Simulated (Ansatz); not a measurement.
**Ta: rigid cleavage**

This session takes Ta and sets out to open the crystal across a (0 1 1) plane.

Method: DFT PBEsol, scalar-relativistic, plane waves, PAW, in Ansatz 0.2.0.

2 further runs of the same task are left out: 2 set aside as unsound or not needed. Runs told in other sessions of the task aren't counted.

### 1 Starting point

Symmetry: Im-3m, No. 229, cubic system. Conventional cell: a = 3.281 Å, b = 3.281 Å, c = 3.281 Å, α = 90.00°, β = 90.00°, γ = 90.00°. Around Ta (site symmetry m-3m) lie 8 Ta at 2.84 Å.

Structure file:

```
Ta
1.0
    -1.64026    1.64026   -1.64026
    -1.64026   -1.64026    1.64026
     0.00000    6.56104    6.56104
Ta
4
Direct
  0.00000 0.00000 0.00000
  0.50000 0.50000 0.25000
  0.00000 0.00000 0.50000
  0.50000 0.50000 0.75000
```

It is built from the cell relaxed beforehand with the same method (17.65 Å³/atom).

### 2 The reference cell

The cell is repeated 4 times, 4 atoms in all. Reference values: F = -39226.0247 eV; pressure 0.22 GPa; largest force 0.000 eV/Å; gap on the mesh none (metal). It was computed beforehand with the settings of the runs below.

### 3 Setting up rigid cleavage

The cut lies on the cell's a–b face, a (0 1 1) plane of area 7.61 Å², between layers 2.32 Å apart (Ta below, Ta above); the cell is 9.3 Å thick. Vector c is lengthened by d along the normal with the atoms' Cartesian places fixed: one unrelaxed cut per cell.

### 4 d = 1.00 Å

Contents of input.yaml:

```yaml
crystal:
  lattice:
    - [-1.6402597622, 1.6402597622, -1.6402597622]
    - [-1.6402597622, -1.6402597622, 1.6402597622]
    - [0.0, 7.2681458302, 7.2681458302]
  atoms:
    - { symbol: Ta, position: [0.0, 0.0, 0.7898725895] }
    - { symbol: Ta, position: [0.5, 0.5, 0.1128389414] }
    - { symbol: Ta, position: [0.0, 0.0, 0.3385168241] }
    - { symbol: Ta, position: [0.5, 0.5, 0.5641947068] }
basis:
  ecutwfc: 420
kpoints:
  mp_grid: { grid: [22, 22, 7] }
hamiltonian:
  xc: pbesol
scf:
  occupations: { method: gaussian, width: 0.15 }
output:
  forces: true
  stress: true
  eigenvalues: true
```

Started as:

```bash
ansatz run input.yaml --threads 2 --pin off --max-ram 5120MiB --backend cpu --events-out ev --progress --plain --runs-dir out
```

### 5 d = 3.00 Å

Contents of input.yaml:

```yaml
crystal:
  lattice:
    - [-1.6402597622, 1.6402597622, -1.6402597622]
    - [-1.6402597622, -1.6402597622, 1.6402597622]
    - [0.0, 8.6823593926, 8.6823593926]
  atoms:
    - { symbol: Ta, position: [0.0, 0.0, 0.6612153343] }
    - { symbol: Ta, position: [0.5, 0.5, 0.0944593335] }
    - { symbol: Ta, position: [0.0, 0.0, 0.2833780004] }
    - { symbol: Ta, position: [0.5, 0.5, 0.4722966673] }
basis:
  ecutwfc: 420
kpoints:
  mp_grid: { grid: [22, 22, 7] }
hamiltonian:
  xc: pbesol
scf:
  occupations: { method: gaussian, width: 0.15 }
output:
  forces: true
  stress: true
  eigenvalues: true
```

### 6 d = 0.50 Å

Contents of input.yaml:

```yaml
crystal:
  lattice:
    - [-1.6402597622, 1.6402597622, -1.6402597622]
    - [-1.6402597622, -1.6402597622, 1.6402597622]
    - [0.0, 6.9145924396, 6.9145924396]
  atoms:
    - { symbol: Ta, position: [0.0, 0.0, 0.8302599492] }
    - { symbol: Ta, position: [0.5, 0.5, 0.1186085642] }
    - { symbol: Ta, position: [0.0, 0.0, 0.3558256925] }
    - { symbol: Ta, position: [0.5, 0.5, 0.5930428209] }
basis:
  ecutwfc: 420
kpoints:
  mp_grid: { grid: [22, 22, 7] }
hamiltonian:
  xc: pbesol
scf:
  occupations: { method: gaussian, width: 0.15 }
output:
  forces: true
  stress: true
  eigenvalues: true
```

### 7 At d = 2.00 Å

Contents of input.yaml:

```yaml
crystal:
  lattice:
    - [-1.6402597622, 1.6402597622, -1.6402597622]
    - [-1.6402597622, -1.6402597622, 1.6402597622]
    - [0.0, 7.9752526114, 7.9752526114]
  atoms:
    - { symbol: Ta, position: [0.0, 0.0, 0.7198404173] }
    - { symbol: Ta, position: [0.5, 0.5, 0.1028343453] }
    - { symbol: Ta, position: [0.0, 0.0, 0.308503036] }
    - { symbol: Ta, position: [0.5, 0.5, 0.5141717266] }
basis:
  ecutwfc: 420
kpoints:
  mp_grid: { grid: [22, 22, 7] }
hamiltonian:
  xc: pbesol
scf:
  occupations: { method: gaussian, width: 0.15 }
output:
  forces: true
  stress: true
  eigenvalues: true
```

### 8 Point d = 6.00 Å

Contents of input.yaml:

```yaml
crystal:
  lattice:
    - [-1.6402597622, 1.6402597622, -1.6402597622]
    - [-1.6402597622, -1.6402597622, 1.6402597622]
    - [0.0, 10.8036797361, 10.8036797361]
  atoms:
    - { symbol: Ta, position: [0.0, 0.0, 0.5313846123] }
    - { symbol: Ta, position: [0.5, 0.5, 0.0759120875] }
    - { symbol: Ta, position: [0.0, 0.0, 0.2277362624] }
    - { symbol: Ta, position: [0.5, 0.5, 0.3795604373] }
basis:
  ecutwfc: 420
kpoints:
  mp_grid: { grid: [22, 22, 7] }
hamiltonian:
  xc: pbesol
scf:
  occupations: { method: gaussian, width: 0.15 }
output:
  forces: true
  stress: true
  eigenvalues: true
```

### 9 Point d = -0.30 Å

Contents of input.yaml:

```yaml
crystal:
  lattice:
    - [-1.6402597622, 1.6402597622, -1.6402597622]
    - [-1.6402597622, -1.6402597622, 1.6402597622]
    - [0.0, 6.3489070146, 6.3489070146]
  atoms:
    - { symbol: Ta, position: [0.0, 0.0, 0.9042358243] }
    - { symbol: Ta, position: [0.5, 0.5, 0.1291765463] }
    - { symbol: Ta, position: [0.0, 0.0, 0.387529639] }
    - { symbol: Ta, position: [0.5, 0.5, 0.6458827317] }
basis:
  ecutwfc: 420
kpoints:
  mp_grid: { grid: [22, 22, 7] }
hamiltonian:
  xc: pbesol
scf:
  occupations: { method: gaussian, width: 0.15 }
output:
  forces: true
  stress: true
  eigenvalues: true
```

### 10 d = 0.25 Å

Contents of input.yaml:

```yaml
crystal:
  lattice:
    - [-1.6402597622, 1.6402597622, -1.6402597622]
    - [-1.6402597622, -1.6402597622, 1.6402597622]
    - [0.0, 6.7378157443, 6.7378157443]
  atoms:
    - { symbol: Ta, position: [0.0, 0.0, 0.8520430635] }
    - { symbol: Ta, position: [0.5, 0.5, 0.1217204376] }
    - { symbol: Ta, position: [0.0, 0.0, 0.3651613129] }
    - { symbol: Ta, position: [0.5, 0.5, 0.6086021882] }
basis:
  ecutwfc: 420
kpoints:
  mp_grid: { grid: [22, 22, 7] }
hamiltonian:
  xc: pbesol
scf:
  occupations: { method: gaussian, width: 0.15 }
output:
  forces: true
  stress: true
  eigenvalues: true
```

### 11 At d = 1.50 Å

Contents of input.yaml:

```yaml
crystal:
  lattice:
    - [-1.6402597622, 1.6402597622, -1.6402597622]
    - [-1.6402597622, -1.6402597622, 1.6402597622]
    - [0.0, 7.6216992208, 7.6216992208]
  atoms:
    - { symbol: Ta, position: [0.0, 0.0, 0.7532321864] }
    - { symbol: Ta, position: [0.5, 0.5, 0.1076045981] }
    - { symbol: Ta, position: [0.0, 0.0, 0.3228137942] }
    - { symbol: Ta, position: [0.5, 0.5, 0.5380229903] }
basis:
  ecutwfc: 420
kpoints:
  mp_grid: { grid: [22, 22, 7] }
hamiltonian:
  xc: pbesol
scf:
  occupations: { method: gaussian, width: 0.15 }
output:
  forces: true
  stress: true
  eigenvalues: true
  write_density: true
  write_potential: true
  elf: true
  volumetric_format: npy
```

### 12 At d = 4.50 Å

Contents of input.yaml:

```yaml
crystal:
  lattice:
    - [-1.6402597622, 1.6402597622, -1.6402597622]
    - [-1.6402597622, -1.6402597622, 1.6402597622]
    - [0.0, 9.7430195643, 9.7430195643]
  atoms:
    - { symbol: Ta, position: [0.0, 0.0, 0.5892330535] }
    - { symbol: Ta, position: [0.5, 0.5, 0.0841761505] }
    - { symbol: Ta, position: [0.0, 0.0, 0.2525284515] }
    - { symbol: Ta, position: [0.5, 0.5, 0.4208807525] }
basis:
  ecutwfc: 420
kpoints:
  mp_grid: { grid: [22, 22, 7] }
hamiltonian:
  xc: pbesol
scf:
  occupations: { method: gaussian, width: 0.15 }
output:
  forces: true
  stress: true
  eigenvalues: true
  write_density: true
  write_potential: true
  elf: true
  volumetric_format: npy
```

(Steps that only read results are left out.)

Before running it: what results should come out? Wanted: largest traction sampled.

As calculated:

| quantity | value |
| --- | --- |
| energy at d = 6.00 Å | 5.30 J/m² |
| largest traction sampled | 29.5 GPa at d = 0.50 Å |

**Reading.** At the widest gap the traction has died away, so 5.30 J/m² is the unrelaxed work of separation, the sum of the two faces' energies. The traction peaks at 29.5 GPa near 0.50 Å, an estimate of the ideal strength of rigid blocks on this coarse sampling. The runs treat Ta without spin-orbit coupling.
